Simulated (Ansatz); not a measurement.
# AlH5OSn: the cost of one run

Method: RKS BLYP-D4/def2-SVP, in Ansatz 0.2.0.

## 1. Starting point

Bond lengths: Al1–O2 1.654 Å, O2–Sn3 1.962 Å, Al1–H4 1.530 Å, Al1–H5 1.530 Å, Sn3–H6 1.663 Å, Sn3–H7 1.662 Å, Sn3–H8 1.662 Å. Angles: Al1–O2–Sn3 179.6°, O2–Al1–H4 119.4°, O2–Al1–H5 119.4°, H4–Al1–H5 121.3°, O2–Sn3–H6 104.3°, O2–Sn3–H7 104.3°, O2–Sn3–H8 104.3°, H6–Sn3–H7 114.0°, H6–Sn3–H8 114.0°, H7–Sn3–H8 114.3°.

Structure file:

```xyz
8

Al   -0.8835    1.3270   -1.1765
O    -0.1488    0.2222   -0.1895
Sn    0.7282   -1.0941    0.9720
H    -2.3565    1.1399   -1.5468
H    -0.0773    2.5175   -1.7010
H     1.3475   -2.2234   -0.0801
H    -0.4954   -1.6695    1.9386
H     1.8858   -0.2196    1.7833
```

## 2. Preparing the start

The input, input.yaml:

```yaml
crystal:
  periodic: [false, false, false]
  atoms:
    - { symbol: Al, position_ang: [-0.88346, 1.32698, -1.17649] }
    - { symbol: O, position_ang: [-0.14877, 0.22221, -0.18952] }
    - { symbol: Sn, position_ang: [0.72821, -1.09409, 0.97202] }
    - { symbol: H, position_ang: [-2.35653, 1.1399, -1.54683] }
    - { symbol: H, position_ang: [-0.07734, 2.51747, -1.70098] }
    - { symbol: H, position_ang: [1.34754, -2.22338, -0.08014] }
    - { symbol: H, position_ang: [-0.49541, -1.66949, 1.93864] }
    - { symbol: H, position_ang: [1.88577, -0.21961, 1.78331] }
basis:
  gaussian: { orbitals: def2-SVP }
hamiltonian:
  xc: blyp
  dispersion: d4
relax:
  f_tol: 0.02
  max_steps: 40
scf:
  lower_state_search: "off"
```

On the command line:

```sh
$ ansatz run input.yaml --threads 1 --pin off --max-ram 2048MiB --backend cpu --events-out ev --progress --plain --runs-dir out
```

What time and memory should one allow on 1 thread of Arm Neoverse V2, shared host?

About 7.5 s, with a peak of 0.11 GiB.
